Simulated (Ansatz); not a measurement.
**UCAM-B3LYP/cc-pVDZ run of CH5GeS (SMILES [CH3][GeH][SH])**

Aim: the electronic atomisation energy of CH5GeS at UCAM-B3LYP/cc-pVDZ, from 5 runs. 

Program for the calculation: Ansatz 0.2.0.

30 further runs of the same task are left out: 1 that didn't finish, 29 set aside as unsound or not needed. Runs told in other sessions of the task aren't counted.

## (1) The system as given

The species is CH5GeS (8 atoms), meant as a doublet with charge 0. SMILES: `[CH3][GeH][SH]`. Geometry: relaxed at PBE0-D4/def2-TZVP. This is one conformer, not always the lowest.

Bond lengths: C1–Ge2 1.967 Å, Ge2–S3 2.230 Å, C1–H4 1.092 Å, C1–H5 1.090 Å, C1–H6 1.091 Å, Ge2–H7 1.552 Å, S3–H8 1.343 Å. Angles: C1–Ge2–S3 110.3°, C1–Ge2–H7 111.2°, S3–Ge2–H7 103.3°, Ge2–C1–H4 108.9°, Ge2–C1–H5 110.3°, Ge2–C1–H6 109.7°, Ge2–S3–H8 94.5°, H4–C1–H5 109.3°, H4–C1–H6 109.5°, H5–C1–H6 109.1°.

## (2) A single-point energy at UCAM-B3LYP/cc-pVDZ

The input, run.yaml:

```yaml
crystal:
  periodic: [false, false, false]
  atoms:
    - symbol: C
      position_ang: [-0.733300, 0.635200, -0.565800]
    - symbol: Ge
      position_ang: [0.934600, -0.393300, -0.399900]
    - symbol: S
      position_ang: [1.033800, -1.391600, 1.591200]
    - symbol: H
      position_ang: [-0.786300, 1.357800, 0.251000]
    - symbol: H
      position_ang: [-1.594800, -0.030400, -0.515000]
    - symbol: H
      position_ang: [-0.745800, 1.162700, -1.520400]
    - symbol: H
      position_ang: [2.173100, 0.541200, -0.392200]
    - symbol: H
      position_ang: [-0.189100, -1.938700, 1.495000]
basis:
  gaussian:
    orbitals: cc-pVDZ
magnetization:
  spin_polarized: true
  initial_magnetization: 1
hamiltonian:
  xc: {name: CAM-B3LYP}
accuracy: high
output: {orbitals: {seedname: orbitals}}
```

Started as:

```
$ ansatz run run.yaml --threads 1 --pin off --max-ram 2610MiB --events-out events.jsonl --progress --plain --runs-dir runs
```

Output:

```text
Warning: RAYON_NUM_THREADS=1 ignored (pool sized by the plan → 1); use --threads N
Functional definition: CAM-B3LYP
  name "CAM-B3LYP"
  parameter alpha = 0.19
  parameter beta = 0.46
  parameter omega = 0.33/bohr
  parameter ac = 0.81
  exchange = (1 - alpha - beta)*b88_x + beta*b88_x_sr(omega) + alpha*exact_x + beta*exact_x_lr(omega)
  correlation = (1 - ac)*vwn5_c + ac*lyp_c
1953 factors; integrals over basis functions are off by at most 4.5e-9 eV
410 factors; integrals over basis functions are off by at most 1.7e-9 eV
mean field evaluation 1: about -68470.3745 eV, gradient 2.6e1 eV
mean field evaluation 2: about -68470.7379 eV, gradient 2.4e1 eV
mean field evaluation 4: about -68473.7089 eV, gradient 7.9e-1 eV
mean field evaluation 8: about -68473.8193 eV, gradient 3.1e-2 eV
mean field evaluation 16: about -68473.8193 eV, gradient 1.2e-4 eV
mean field -68473.81929734 eV, -2516.3664459556 hartree, gradient 2.2e-8 eV, S^2 0.752660; 0 other end points of the search recorded, 0 dependent functions left out
reference -68473.81931636 eV, -2516.3664466544 hartree; 30, 29 occupied and 54, 55 virtual orbitals, 1953 factors
Total energy: -68473.81931636 eV, -2516.3664466544 hartree
```

It took 20 s on 1 thread of Arm Neoverse V1, shared host; peak memory 0.52 GiB.

## (3) The C atom

The input, molecule.yaml:

```yaml
basis:
  gaussian: {orbitals: cc-pVDZ}
crystal:
  periodic: [false, false, false]
  atoms:
    - {symbol: C, position_ang: [0.000000, 0.000000, 0.000000]}
magnetization: {spin_polarized: true, initial_magnetization: 2}
hamiltonian: {xc: {name: CAM-B3LYP}}
accuracy: high
```

Run the same way, it converges to -37.82936 Eh (log not shown).

## (4) The Ge atom

The input, job.yaml:

```yaml
crystal:
  periodic: [false, false, false]
  atoms:
    - {symbol: Ge, position_ang: [0.000000, 0.000000, 0.000000]}
basis:
  gaussian:
    orbitals: cc-pVDZ
accuracy: high
total_charge: 0
hamiltonian:
  xc: {name: CAM-B3LYP}
magnetization:
  spin_polarized: true
  initial_magnetization: 2
```

Run the same way, it converges to -2077.01002 Eh (log not shown).

## (5) The H atom at the same level

The input, input.yaml:

```yaml
crystal:
  periodic: [false, false, false]
  atoms:
    - {symbol: H, position_ang: [0.000000, 0.000000, 0.000000]}
basis:
  gaussian:
    orbitals: cc-pVDZ
magnetization:
  spin_polarized: true
  initial_magnetization: 1
hamiltonian:
  xc: {name: CAM-B3LYP}
accuracy: high
```

Run the same way, it converges to -0.49789 Eh (log not shown).

## (6) The S atom at the same level

The input, input.yaml:

```yaml
basis:
  gaussian: {orbitals: cc-pVDZ}
crystal:
  periodic: [false, false, false]
  atoms:
    - {symbol: S, position_ang: [0.000000, 0.000000, 0.000000]}
magnetization: {spin_polarized: true, initial_magnetization: 2}
hamiltonian: {xc: {name: CAM-B3LYP}}
accuracy: high
```

Started as:

```
$ ansatz run input.yaml --threads 1 --pin off --max-ram 2610MiB --events-out events.jsonl --progress --plain --runs-dir runs
```

Output, cut to the lines that bear on the results:

```text
Warning: RAYON_NUM_THREADS=1 ignored (pool sized by the plan → 1); use --threads N
[... 8 set-up lines as earlier in the session ...]
142 factors; integrals over basis functions are off by at most 3.0e-9 eV
61 factors; integrals over basis functions are off by at most 1.3e-9 eV
mean field evaluation 1: about -10833.3209 eV, gradient 2.6e0 eV
mean field evaluation 2: about -10833.3702 eV, gradient 6.3e-1 eV
mean field evaluation 4: about -10833.3752 eV, gradient 1.7e-1 eV
mean field evaluation 8: about -10833.3754 eV, gradient 5.8e-4 eV
mean field evaluation 16: about -10833.3754 eV, gradient 2.4e-9 eV
mean field -10833.37541370 eV, -398.1192033279 hartree, gradient 1.6e-8 eV, S^2 2.002281; 0 other end points of the search recorded, 0 dependent functions left out
reference -10833.37542440 eV, -398.1192037210 hartree; 9, 7 occupied and 9, 11 virtual orbitals, 142 factors
Total energy: -10833.37542440 eV, -398.1192037210 hartree
```

Run time: 0.72 s. Hardware: 1 thread of Arm Neoverse V1, shared host.

## (7) Results

At UCAM-B3LYP/cc-pVDZ:

| quantity | value |
| --- | --- |
| molecule: total energy | -2516.36645 Eh |
| molecule: HOMO energy (highest over α and β) | -6.85 eV |
| molecule: LUMO energy (lowest over α and β) | -1.63 eV |
| molecule: ⟨S²⟩ | 0.753 |
| C atom: total energy | -37.82936 Eh |
| C atom: ⟨S²⟩ | 2.002 |
| Ge atom: total energy | -2077.01002 Eh |
| Ge atom: ⟨S²⟩ | 2.003 |
| H atom: total energy | -0.49789 Eh |
| H atom: ⟨S²⟩ | 0.750 |
| S atom: total energy | -398.11920 Eh |
| S atom: ⟨S²⟩ | 2.002 |
| electronic atomisation energy | 24.991 eV |

**Reading.** Taking the molecule apart into free atoms costs 24.99 eV (2411 kJ/mol), before zero-point energy and without spin-orbit coupling.
